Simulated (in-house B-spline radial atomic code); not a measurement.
# As⁶⁺: excited configurations

How much energy does it take to promote electrons of As⁶⁺ to other shells? Each configuration is solved by itself and compared with the reference.

The numbers are computed with in-house B-spline radial atomic code version 1 (non-relativistic HSE06, spin-polarised, spherical density, exact exchange averaged over the configuration, point nucleus, basis-set limit), except any that are marked as measured or tabulated.

## (1) What is computed

```
element       : arsenic (Z = 33)
charge        : +6
electrons     : 27
configuration : [Ar] 3d9
Hamiltonian   : non-relativistic
nucleus       : point
```

The outer shells:

[Ar] 3d9
```
[Ar] core
3d [↑↓][↑↓][↑↓][↑↓][↑ ]
```

Where spins are not typed, each open shell is filled with up spins first.

## (2) Reference run

Settings of the run:

```ini
Z = 33
electrons = 27.0
configuration = [Ar] 3d9
hamiltonian = nr
method = hse06
spin_polarised = True
exact_exchange = averaged over the configuration
```

The run is started by

```
$ python run_scf.py task.json out
```

The settings of every run stand in task.json; they run in order.

## (3) [Ne] 3s2 3p5 3d9 4p1

The settings differ from step 2 so:

```diff
@@ -2,3 +2,3 @@
 electrons = 27.0
-configuration = [Ar] 3d9
+configuration = [Ne] 3s2 3p5 3d9 4p1
 hamiltonian = nr
```

## (4) Configuration [Ne] 3s2 3p5 3d9 4s1

The settings differ from step 3 so:

```diff
@@ -2,3 +2,3 @@
 electrons = 27.0
-configuration = [Ne] 3s2 3p5 3d9 4p1
+configuration = [Ne] 3s2 3p5 3d9 4s1
 hamiltonian = nr
```

## (5) Configuration [Ar] 3d8 4d1

The settings differ from step 4 so:

```diff
@@ -2,3 +2,3 @@
 electrons = 27.0
-configuration = [Ne] 3s2 3p5 3d9 4s1
+configuration = [Ar] 3d8 4d1
 hamiltonian = nr
```

## (6) Run with [Ar] 3d8 4s1

The settings differ from step 5 so:

```diff
@@ -2,3 +2,3 @@
 electrons = 27.0
-configuration = [Ar] 3d8 4d1
+configuration = [Ar] 3d8 4s1
 hamiltonian = nr
```

## (7) Configuration [Ne] 3s2 3p5 3d9 4d1

The settings differ from step 6 so:

```diff
@@ -2,3 +2,3 @@
 electrons = 27.0
-configuration = [Ar] 3d8 4s1
+configuration = [Ne] 3s2 3p5 3d9 4d1
 hamiltonian = nr
```

## (8) Configuration [Ar] 3d8 4p1

The settings differ from step 7 so:

```diff
@@ -2,3 +2,3 @@
 electrons = 27.0
-configuration = [Ne] 3s2 3p5 3d9 4d1
+configuration = [Ar] 3d8 4p1
 hamiltonian = nr
```

## (9) [Ne] 3s2 3p5 3d10

The settings differ from step 8 so:

```diff
@@ -2,3 +2,3 @@
 electrons = 27.0
-configuration = [Ar] 3d8 4p1
+configuration = [Ne] 3s2 3p5 3d10
 hamiltonian = nr
```

## (10) Configuration [Ne] 3s2 3p5 3d9 4f1

The settings differ from step 9 so:

```diff
@@ -2,3 +2,3 @@
 electrons = 27.0
-configuration = [Ne] 3s2 3p5 3d10
+configuration = [Ne] 3s2 3p5 3d9 4f1
 hamiltonian = nr
```

## (11) [Ar] 3d8 4f1

The settings differ from step 10 so:

```diff
@@ -2,3 +2,3 @@
 electrons = 27.0
-configuration = [Ne] 3s2 3p5 3d9 4f1
+configuration = [Ar] 3d8 4f1
 hamiltonian = nr
```

How far above the reference does each configuration lie (order and size, in eV)?

As calculated:

| net move | configuration | 2|M_S|+1 | energy above the reference (eV) | largest <r> (bohr) |
| --- | --- | --- | --- | --- |
| 3d → 4s | [Ar] 3d8 4s1 | 4 | 52.926 | 1.51 |
| 3d → 4p | [Ar] 3d8 4p1 | 4 | 67.180 | 1.63 |
| 3d → 4d | [Ar] 3d8 4d1 | 4 | 89.362 | 1.94 |
| 3p → 3d | [Ne] 3s2 3p5 3d10 | 2 | 94.249 | 0.633 |
| 3d → 4f | [Ar] 3d8 4f1 | 4 | 107.88 | 2.40 |
| 3p → 4s | [Ne] 3s2 3p5 3d9 4s1 | 4 | 146.81 | 1.50 |
| 3p → 4p | [Ne] 3s2 3p5 3d9 4p1 | 4 | 161.08 | 1.63 |
| 3p → 4d | [Ne] 3s2 3p5 3d9 4d1 | 4 | 183.34 | 1.94 |
| 3p → 4f | [Ne] 3s2 3p5 3d9 4f1 | 4 | 201.84 | 2.40 |

**Reading.** The energies run from 52.926 eV (3d → 4s) to 201.84 eV (3p → 4f). The reference has 2|M_S|+1 = 2; 8 of the configurations differ from it in spin. These are spherical averages at the typed spins, not spectroscopic levels.
